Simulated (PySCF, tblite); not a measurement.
**C₇H₁₂BF: geometry, infrared bands and NMR shifts**

Wanted: the infrared bands and NMR shifts of C₇H₁₂BF (`CB(C)[C@@]1(CF)[C@@H]2C[C@@H]21`), by calculation.

Programs: tblite 0.8.0 and PySCF 2.14.0, with density-fitted response routines of our own. Each step states its level of theory. These are calculated values for one molecule in the gas phase, unless marked as measured. Atoms are numbered from 0 throughout.

## (1) The starting structure

21 atoms, charge 0, multiplicity 1; geometry from: force field or distance geometry start.

Bonds of the start (Å): C0–B1 1.58, B1–C2 1.57, B1–C3 1.57, C3–C4 1.44, C4–F5 1.36, C3–C6 1.54, C6–C7 1.56, C7–C8 1.54, C8–C3 1.54, C8–C6 1.37, C0–H9 1.11, C0–H10 1.13, C0–H11 1.11, C2–H12 1.11, C2–H13 1.11, C2–H14 1.10, C4–H15 1.12, C4–H16 1.13, C6–H17 1.02, C7–H18 1.06, C7–H19 1.09, C8–H20 1.04.

## (2) Geometry optimisation with GFN2-xTB

Job settings and geometry (Å):

```
{"job": {"kind": "relax", "xc": "GFN2-xTB", "basis": "xTB"}, "charge": 0, "multiplicity": 1}
C     -1.754400    -0.372800    -1.499600
B     -1.033900     0.389700    -0.318300
C     -1.935900     1.126800     0.735300
C      0.378800    -0.186900     0.068700
C      0.422900    -1.380700     0.866300
F      1.590500    -1.960400     1.242300
C      1.433400     0.576200    -0.749300
C      2.723900     0.064600    -0.027500
C      1.496900     0.729200     0.613000
H     -1.073700    -1.084700    -2.001500
H     -2.607400    -0.994200    -1.090500
H     -2.153600     0.326700    -2.263900
H     -2.936200     0.641400     0.739100
H     -2.059800     2.183700     0.430700
H     -1.442400     1.089200     1.713000
H     -0.108000    -1.177800     1.836900
H     -0.177100    -2.202400     0.381600
H      1.358700     1.051400    -1.647200
H      2.817300    -0.925000    -0.395900
H      3.605000     0.714600    -0.034500
H      1.446000     1.408400     1.400800
```

On the command line:

```bash
$ OMP_NUM_THREADS=1 python probes_run.py task.json out
```

This one command runs all jobs of the session in turn.

**Question.** This job is followed by: GFN2-xTB harmonic vibrations, gas phase; GIAO PBE0/pcSseg-1 NMR shielding, non-relativistic, gas phase. Predict these results of the whole session: strongest single infrared mode (GFN2-xTB); zero-point energy (GFN2-xTB); 13C shifts against TMS (PBE0/pcSseg-1, means over atoms taken as alike); 1H shifts against TMS (PBE0/pcSseg-1, means over atoms taken as alike); 11B shifts against BF3·OEt2 (PBE0/pcSseg-1); 19F shifts against CFCl3 (PBE0/pcSseg-1).

The runs gave:

```
                                                               quantity                             value
                              strongest single infrared mode (GFN2-xTB)             1155 cm⁻¹, 131 km/mol
                                           zero-point energy (GFN2-xTB)                    108.0 kcal/mol
13C shifts against TMS (PBE0/pcSseg-1, means over atoms taken as alike)  81.3, 54.9, 31.8, 12.7, 12.3 ppm
 1H shifts against TMS (PBE0/pcSseg-1, means over atoms taken as alike)  4.77, 2.00, 1.63, 1.60, 0.96 ppm
                            11B shifts against BF3·OEt2 (PBE0/pcSseg-1)                          85.0 ppm
                               19F shifts against CFCl3 (PBE0/pcSseg-1)                        -251.4 ppm
```

**Reading.** Over 272 steps the energy fell by 2.071 eV; of the close pairs, C6–C8 changed most, 1.372 to 1.477 Å. All 57 modes are real, so the xTB geometry is a minimum. The strongest single mode, at 1155 cm⁻¹, moves mainly B1. Unscaled tight-binding wavenumbers are off by several per cent, some by more. Its intensities can rank the bands wrongly. The most deshielded carbon is C4 (sp3 CH2 bonded to F), at 81.3 ppm: pulled downfield by the heteroatom. The most deshielded hydrogen is H15, H16 (mean) (hydrogen on an sp3 CH2 bonded to F), at 4.77 ppm: its carbon carries F, an electronegative neighbour. At PBE0/pcSseg-1: Shielding is most anisotropic at B1 (span 161 ppm, paramagnetic term -171 ppm).
